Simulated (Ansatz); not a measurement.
# PBE0/def2-SVP (core potential) run of InHCl2O (SMILES [OH][In]([Cl])[Cl])

What is the electronic atomisation energy of InHCl2O at PBE0/def2-SVP (core potential)? 

The calculation is run with Ansatz 0.2.0.

59 further runs of the same task are left out: 6 that didn't finish, 53 set aside as unsound or not needed.

### Step 1. The system as given

InHCl2O: 5 atoms, total charge 0, spin state singlet. SMILES: `[OH][In]([Cl])[Cl]`. Geometry: relaxed at PBE0-D4/def2-TZVP.

Bond lengths: O1–In2 1.961 Å, In2–Cl3 2.307 Å, In2–Cl4 2.290 Å, O1–H5 0.962 Å. Angles: O1–In2–Cl3 119.6°, O1–In2–Cl4 119.8°, Cl3–In2–Cl4 120.6°, In2–O1–H5 111.7°.

### Step 2. A single-point energy at PBE0/def2-SVP (core potential)

The input, run.yaml:

```yaml
crystal:
  periodic: [false, false, false]
  atoms:
    - {symbol: O, position_ang: [-0.347800, 1.510200, -0.137200]}
    - {symbol: In, position_ang: [-0.087900, -0.432900, -0.100800]}
    - {symbol: Cl, position_ang: [1.722600, -1.320600, 1.019900]}
    - {symbol: Cl, position_ang: [-1.580600, -1.801600, -1.170600]}
    - {symbol: H, position_ang: [0.343600, 1.971200, 0.347200]}
basis:
  gaussian:
    orbitals: def2-SVP
accuracy: high
hamiltonian:
  xc: pbe0
output: {orbitals: {seedname: orbitals}}
```

The run is started by

```console
$ ansatz run run.yaml --threads 1 --pin off --max-ram 3480MiB --events-out events.jsonl --progress --plain --runs-dir runs
```

What it wrote:

```text
Warning: RAYON_NUM_THREADS=1 ignored (pool sized by the plan → 1); use --threads N
Functional definition: PBE0
  name "PBE0"
  parameter a = 0.25
  parameter kappa = 0.804
  parameter beta = 0.06672455060314922
  exchange = (1 - a)*pbe_x(kappa = kappa, mu = beta*pi^2/3) + a*exact_x
  correlation = pbe_c(beta = beta)
1712 factors; integrals over basis functions are off by at most 8.7e-9 eV
mean field evaluation 1: about -32259.5855 eV, gradient 5.4e1 eV
mean field evaluation 2: about -32216.8944 eV, gradient 1.4e2 eV
mean field evaluation 4: about -32265.1664 eV, gradient 9.1e0 eV
mean field evaluation 8: about -32265.4611 eV, gradient 4.0e-1 eV
mean field evaluation 16: about -32265.4615 eV, gradient 4.3e-5 eV
mean field -32265.46146978 eV, -1185.7338386991 hartree, gradient 4.7e-8 eV, S^2 0.000000; 0 other end points of the search recorded, 0 dependent functions left out
reference -32265.46147306 eV, -1185.7338388198 hartree; 32, 32 occupied and 49, 49 virtual orbitals, 1712 factors
Total energy: -32265.46147306 eV, -1185.7338388198 hartree
```

Wall time 8.1 s (1 thread of Arm Neoverse V2, shared host); peak memory 0.28 GiB.

### Step 3. The Cl atom at the same level

The input, job.yaml:

```yaml
crystal:
  periodic: [false, false, false]
  atoms:
    - {symbol: Cl, position_ang: [0.000000, 0.000000, 0.000000]}
basis:
  gaussian:
    orbitals: def2-SVP
magnetization:
  spin_polarized: true
  initial_magnetization: 1
hamiltonian:
  xc: {name: PBE0}
accuracy: high
```

Run the same way, it converges to -459.83853 Eh (log not shown).

### Step 4. The H atom, same level

The input, input.yaml:

```yaml
basis:
  gaussian:
    orbitals: def2-SVP
crystal:
  periodic: [false, false, false]
  atoms:
    - {symbol: H, position_ang: [0.000000, 0.000000, 0.000000]}
magnetization:
  spin_polarized: true
  initial_magnetization: 1
hamiltonian:
  xc: pbe0
accuracy: high
```

Run the same way, it converges to -0.50029 Eh (log not shown).

### Step 5. The In atom, same level

Changes to job.yaml since step 3:

```diff
@@ -3,3 +3,3 @@
   atoms:
-    - {symbol: Cl, position_ang: [0.000000, 0.000000, 0.000000]}
+    - {symbol: In, position_ang: [0.000000, 0.000000, 0.000000]}
 basis:
```

The run is started by

```console
$ ansatz run job.yaml --threads 1 --pin off --max-ram 3480MiB --events-out events.jsonl --progress --plain --runs-dir runs
```

What it wrote (excerpt; [...] marks lines left out):

```text
Warning: RAYON_NUM_THREADS=1 ignored (pool sized by the plan → 1); use --threads N
[... 7 set-up lines as earlier in the session ...]
230 factors; integrals over basis functions are off by at most 1.2e-9 eV
mean field evaluation 1: about -5173.1177 eV, gradient 1.6e0 eV
mean field evaluation 2: about -5173.1423 eV, gradient 2.7e-1 eV
mean field evaluation 4: about -5173.1425 eV, gradient 2.8e-1 eV
mean field evaluation 8: about -5173.1434 eV, gradient 7.7e-4 eV
mean field evaluation 16: about -5173.0807 eV, gradient 2.1e0 eV
mean field evaluation 32: about -5173.1434 eV, gradient 5.5e-8 eV
mean field -5173.14337231 eV, -190.1095124498 hartree, gradient 5.5e-8 eV, S^2 0.752592; 1 other end points of the search recorded, 0 dependent functions left out
reference -5173.14337397 eV, -190.1095125109 hartree; 11, 10 occupied and 15, 16 virtual orbitals, 230 factors
Total energy: -5173.14337397 eV, -190.1095125109 hartree
```

Run time: 1.8 s. Hardware: 1 thread of Arm Neoverse V2, shared host; peak memory 0.1 GiB.

### Step 6. The O atom

The input, job.yaml:

```yaml
crystal:
  periodic: [false, false, false]
  atoms:
    - symbol: O
      position_ang: [0.000000, 0.000000, 0.000000]
basis:
  gaussian: {orbitals: def2-SVP}
magnetization: {spin_polarized: true, initial_magnetization: 2}
hamiltonian: {xc: pbe0}
accuracy: high
```

The run is started by

```console
$ ansatz run job.yaml --threads 1 --pin off --max-ram 3480MiB --events-out events.jsonl --progress --plain --runs-dir runs
```

What it wrote (excerpt; [...] marks lines left out):

```text
Warning: RAYON_NUM_THREADS=1 ignored (pool sized by the plan → 1); use --threads N
[... 7 set-up lines as earlier in the session ...]
95 factors; integrals over basis functions are off by at most 1.3e-9 eV
mean field evaluation 1: about -2038.7119 eV, gradient 5.3e0 eV
mean field evaluation 2: about -2038.7897 eV, gradient 2.3e0 eV
mean field evaluation 4: about -2038.8102 eV, gradient 2.6e-2 eV
mean field evaluation 8: about -2038.8103 eV, gradient 1.8e-4 eV
mean field -2038.81032173 eV, -74.9248973681 hartree, gradient 8.5e-8 eV, S^2 2.002310; 0 other end points of the search recorded, 0 dependent functions left out
reference -2038.81032220 eV, -74.9248973857 hartree; 5, 3 occupied and 9, 11 virtual orbitals, 95 factors
Total energy: -2038.81032220 eV, -74.9248973857 hartree
```

It took 0.24 s on 1 thread of Arm Neoverse V2, shared host.

### Step 7. Outcome

Level: PBE0/def2-SVP (core potential).

```
                     quantity           value
       molecule: total energy  -1185.73384 Eh
        molecule: HOMO energy        -9.00 eV
        molecule: LUMO energy        -2.39 eV
      molecule: HOMO–LUMO gap         6.61 eV
        Cl atom: total energy   -459.83853 Eh
                Cl atom: ⟨S²⟩           0.752
         H atom: total energy     -0.50029 Eh
                 H atom: ⟨S²⟩           0.750
        In atom: total energy   -190.10951 Eh
                In atom: ⟨S²⟩           0.753
         O atom: total energy    -74.92490 Eh
                 O atom: ⟨S²⟩           2.002
electronic atomisation energy       14.207 eV
```

**Reading.** Taking the molecule apart into free atoms costs 14.21 eV (328 kcal/mol), before zero-point energy and without spin-orbit coupling.
